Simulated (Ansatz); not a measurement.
# AlF2H5OSi: the cost of one run

The runs use Ansatz 0.2.0, Gaussian basis; BHLYP-D4/def2-SVPD.

## (1) The system as given

The start, a first-order saddle point found at PBE0-D4 in triple zeta: 10 atoms, charge 0, spin multiplicity 1.

Atoms are counted from 1 here; the program's logs count them from 0.

Bond lengths: Al1–H2 1.722 Å, Al1–F3 1.642 Å, Al1–F4 1.642 Å, Al1–H5 1.782 Å, Al1–O6 1.810 Å, H5–O6 1.193 Å, O6–Si7 1.668 Å, Si7–H8 1.481 Å, Si7–H9 1.481 Å, Si7–H10 1.480 Å. Angles: H2–Al1–F3 113.2°, H2–Al1–F4 113.1°, H2–Al1–H5 36.8°, H2–Al1–O6 75.5°, F3–Al1–F4 119.1°, F3–Al1–H5 120.7°, F3–Al1–O6 114.2°, F4–Al1–H5 120.1°, F4–Al1–O6 113.9°, H5–Al1–O6 38.8°, Al1–H5–O6 71.9°, Al1–O6–H5 69.3°, Al1–O6–Si7 156.9°, H5–O6–Si7 133.1°, O6–Si7–H8 108.3°, O6–Si7–H9 108.9°, O6–Si7–H10 107.4°, H8–Si7–H9 110.2° and more.

As a file:

| atom | x (Å) | y (Å) | z (Å) |
| --- | --- | --- | --- |
| Al1 | -1.6935 | 0.0498 | -0.1444 |
| H2 | -1.4945 | -1.5259 | 0.5221 |
| F3 | -2.2556 | 0.0329 | -1.6866 |
| F4 | -2.3224 | 1.1270 | 0.9235 |
| H5 | -0.4701 | -1.1293 | 0.3918 |
| O6 | 0.0986 | -0.1588 | -0.0046 |
| Si7 | 1.7013 | 0.3045 | 0.0005 |
| H8 | 2.4874 | -0.7352 | -0.7027 |
| H9 | 2.1605 | 0.4311 | 1.4032 |
| H10 | 1.7884 | 1.6038 | -0.7028 |

## (2) Dynamics

Input file md/in.yaml:

```yaml
crystal:
  periodic: [false, false, false]
  atoms:
    - {symbol: Al, position_ang: [-1.693468, 0.049833, -0.144398]}
    - {symbol: H, position_ang: [-1.494489, -1.525918, 0.522067]}
    - {symbol: F, position_ang: [-2.255603, 0.032924, -1.686566]}
    - {symbol: F, position_ang: [-2.322412, 1.127000, 0.923534]}
    - {symbol: H, position_ang: [-0.470131, -1.129303, 0.391848]}
    - {symbol: O, position_ang: [0.098640, -0.158814, -0.004608]}
    - {symbol: Si, position_ang: [1.701319, 0.304531, 0.000520]}
    - {symbol: H, position_ang: [2.487385, -0.735224, -0.702664]}
    - {symbol: H, position_ang: [2.160478, 0.431071, 1.403203]}
    - {symbol: H, position_ang: [1.788382, 1.603799, -0.702836]}
basis:
  gaussian: {orbitals: def2-SVPD}
hamiltonian: {xc: {name: BHLYP}, dispersion: d4}
md: {n_steps: 40, timestep: 0.25, temperature: 1500, ensemble: nvt_nose_hoover, seed: 261, initial_velocities: maxwell_boltzmann}
```

Started as:

```
$ ansatz run in.yaml --threads 4 --pin off --events-out ev --progress --plain --max-ram 9574MiB
```

**Question.** How long does this run take on 4 threads of Arm Neoverse V1, shared host?

About 2.1 min.
